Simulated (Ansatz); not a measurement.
# Au: the cost of one run

Computed with Ansatz 0.2.0 (DFT PBEsol, scalar-relativistic, plane waves, PAW, unless a step's input says otherwise).

## 1. The system as given

It takes space group Fm-3m (No. 225, cubic). Conventional cell: a = 4.080 Å, b = 4.080 Å, c = 4.080 Å, α = 90.00°, β = 90.00°, γ = 90.00°. Au (site symmetry m-3m) has 12 Au at 2.88 Å as nearest neighbours.

As a file:

```
CELL_PARAMETERS angstrom
0.00000 2.04000 2.04000
2.04000 0.00000 2.04000
2.04000 2.04000 0.00000
ATOMIC_POSITIONS crystal
Au 0.00000 0.00000 0.00000
```

(A quick probe on a coarse mesh, which set the mesh and smearing, is not shown.)

## 3. Full relaxation

Contents of input.yaml:

```yaml
crystal:
  lattice:
    - [0.0, 2.0399988786, 2.0399988786]
    - [2.0399988786, 0.0, 2.0399988786]
    - [2.0399988786, 2.0399988786, 0.0]
  atoms:
    - { symbol: Au, position: [0.0, 0.0, 0.0] }
basis:
  ecutwfc: 420
kpoints:
  mp_grid: { grid: [18, 18, 18] }
hamiltonian:
  xc: pbesol
scf:
  occupations: { method: gaussian, width: 0.1 }
output:
  forces: true
  stress: true
  eigenvalues: true
  write_density: true
  write_potential: true
  elf: true
  volumetric_format: npy
relax:
  adjacent_minimum: "off"
  f_tol: 0.005
  max_steps: 80
  cell: { stress_tol: 0.05 }
```

Launch:

```
$ ansatz run input.yaml --threads 8 --pin off --max-ram 14336MiB --backend cpu --events-out ev --progress --plain --runs-dir out
```

Q: Estimate wall time and peak memory on 8 threads of Intel Xeon Platinum 8488C (Sapphire Rapids), shared host.

About 1.8 s, with a peak of 0.47 GiB.
